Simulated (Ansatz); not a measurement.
# CH₆GaSi radical: basis-set convergence

One table from this session's results is given with a row withheld; the runs are named, their logs left out.

Method: one geometry, several basis sets; program: Ansatz 0.2.0, Gaussian basis.

The runs, in order: PBE0-D4/def2-SVP; ωB97M-V/def2-SVP; PBE0-D4/def2-QZVPP; ωB97M-V/def2-QZVPP; the functionals' def2-TZVPP values are taken from earlier runs.

## Structure used throughout

The geometry comes from an earlier relaxation with PBE0-D4 in a triple-zeta def2 set; it is a stationary point, not always the lowest conformer.

SMILES `[CH3][Ga][SiH3]`, 9 atoms, charge 0, spin multiplicity 2.

Atoms are counted from 1 here; the program's logs count them from 0.

Bond lengths: C1–Ga2 1.991 Å, C1–H4 1.094 Å, C1–H5 1.090 Å, C1–H6 1.094 Å, Ga2–Si3 2.454 Å, Si3–H7 1.491 Å, Si3–H8 1.494 Å, Si3–H9 1.491 Å. Angles: Ga2–C1–H4 108.9°, Ga2–C1–H5 112.9°, Ga2–C1–H6 108.9°, H4–C1–H5 109.1°, H4–C1–H6 107.7°, H5–C1–H6 109.1°, C1–Ga2–Si3 122.9°, Ga2–Si3–H7 108.6°, Ga2–Si3–H8 116.8°, Ga2–Si3–H9 108.5°, H7–Si3–H8 107.6°, H7–Si3–H9 107.3°, H8–Si3–H9 107.6°.

The first run:

in.yaml

```yaml
crystal:
  periodic: [false, false, false]
  atoms:
    - {symbol: C, position_ang: [-0.932528, 1.329659, -1.144907]}
    - {symbol: Ga, position_ang: [0.722160, 0.829124, -0.157900]}
    - {symbol: Si, position_ang: [0.944931, -1.267778, 1.096844]}
    - {symbol: H, position_ang: [-1.149976, 0.556059, -1.887896]}
    - {symbol: H, position_ang: [-0.852801, 2.293721, -1.646248]}
    - {symbol: H, position_ang: [-1.769764, 1.359979, -0.440720]}
    - {symbol: H, position_ang: [2.116074, -2.019847, 0.562330]}
    - {symbol: H, position_ang: [-0.230719, -2.189446, 1.080838]}
    - {symbol: H, position_ang: [1.241123, -0.937871, 2.520459]}
basis:
  gaussian: {orbitals: def2-SVP}
magnetization: {spin_polarized: true, initial_magnetization: 1}
hamiltonian: {xc: pbe0, dispersion: d4}
output: {orbitals: {seedname: orbitals}}
```

The run is started by

```sh
> ansatz run in.yaml --threads 4 --pin off --events-out ev --progress --plain --max-ram 10444MiB
```

Steps of the session up to this table: PBE0-D4 in def2-SVP; ωB97M-V in def2-SVP; PBE0-D4 in def2-QZVPP; ωB97M-V in def2-QZVPP.

One table of the session follows, with a row left open; its other results are not shown here.

It belongs to the step «Functionals by basis». 

| functional | basis | HOMO (eV) | LUMO (eV) |
| --- | --- | --- | --- |
| PBE0-D4 | def2-SVP | -5.09 | -2.20 |
| PBE0-D4 | def2-TZVPP | -5.11 | -2.21 |
| PBE0-D4 | def2-QZVPP | -5.12 | -2.25 |
| ωB97M-V | def2-SVP | -6.94 | -0.56 |
| ωB97M-V | def2-TZVPP | ? | ? |
| ωB97M-V | def2-QZVPP | -6.98 | -0.72 |

Q: Estimate the row for ωB97M-V, def2-TZVPP from the others.

**Answer.** HOMO (eV): -6.96; LUMO (eV): -0.61. In the column «HOMO (eV)» it lies between ωB97M-V, def2-QZVPP (-6.98) and ωB97M-V, def2-SVP (-6.94).
